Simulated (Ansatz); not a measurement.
Wanted: the native input for an Ansatz 0.2.0 run.

```
Task                : single point
Functional          : PBEsol
Potentials or basis : Ansatz PAW
Cutoff              : 420 eV (not typed: the program's choice for these potentials)
k mesh              : 4 × 4 × 4
Occupations         : fermi-dirac, width 0.05 eV
Spin                : no spin polarisation
```

The system is Cs2InAgBr6.

```xyz
10
Lattice="0.0000 5.6120 5.6120 5.6120 0.0000 5.6120 5.6120 5.6120 0.0000" Properties=species:S:1:pos:R:3 pbc="T T T"
Cs    2.8060    2.8060    2.8060
Cs    8.4180    8.4180    8.4180
In    0.0000    0.0000    0.0000
Ag    5.6120    5.6120    5.6120
Br    5.6120    5.6120    8.4853
Br    5.6120    8.4853    5.6120
Br    5.6120    2.7387    5.6120
Br    8.4853    5.6120    5.6120
Br    5.6120    5.6120    2.7387
Br    2.7387    5.6120    5.6120
```

The cell comes from a database or a generator and needn't be the stable form of this composition.

One way to write it, as run:

input.yaml

```yaml
crystal:
  lattice:
    - [0.0, 5.611998, 5.611998]
    - [5.611998, 0.0, 5.611998]
    - [5.611998, 5.611998, 0.0]
  atoms:
    - { symbol: Cs, position: [0.25, 0.25, 0.25] }
    - { symbol: Cs, position: [0.75, 0.75, 0.75] }
    - { symbol: In, position: [0.0, 0.0, 0.0] }
    - { symbol: Ag, position: [0.5, 0.5, 0.5] }
    - { symbol: Br, position: [0.755995, 0.755995, 0.244005] }
    - { symbol: Br, position: [0.755995, 0.244005, 0.755995] }
    - { symbol: Br, position: [0.244005, 0.755995, 0.244005] }
    - { symbol: Br, position: [0.244005, 0.755995, 0.755995] }
    - { symbol: Br, position: [0.244005, 0.244005, 0.755995] }
    - { symbol: Br, position: [0.755995, 0.244005, 0.244005] }
hamiltonian:
  xc: pbesol
  pseudopotentials: { kind: paw }
kpoints:
  mp_grid: { grid: [4, 4, 4] }
scf:
  occupations: { method: fermi_dirac, width: 0.05 }
output:
  forces: true
  stress: true
  eigenvalues: true
```

Potentials or basis: Ansatz PAW.

Run with:

```bash
$ ansatz run input.yaml --threads 4 --pin off --max-ram 11264MiB --backend cpu --events-out ev --progress --plain --runs-dir out
```

It gave:

The pressure is -1.9 GPa, the largest force is 0.010 eV/Å and the band gap on the k mesh is none (metal or under the smearing width).

Caveat: the PAW data sets come from PBE, with cores solved anew for the run's functional, which leaves a small shift of forces and pressure.

It took 3.6 s on 4 threads of AMD EPYC 7R13 Processor (Zen 3), on a shared host, peak memory 0.96 GiB.
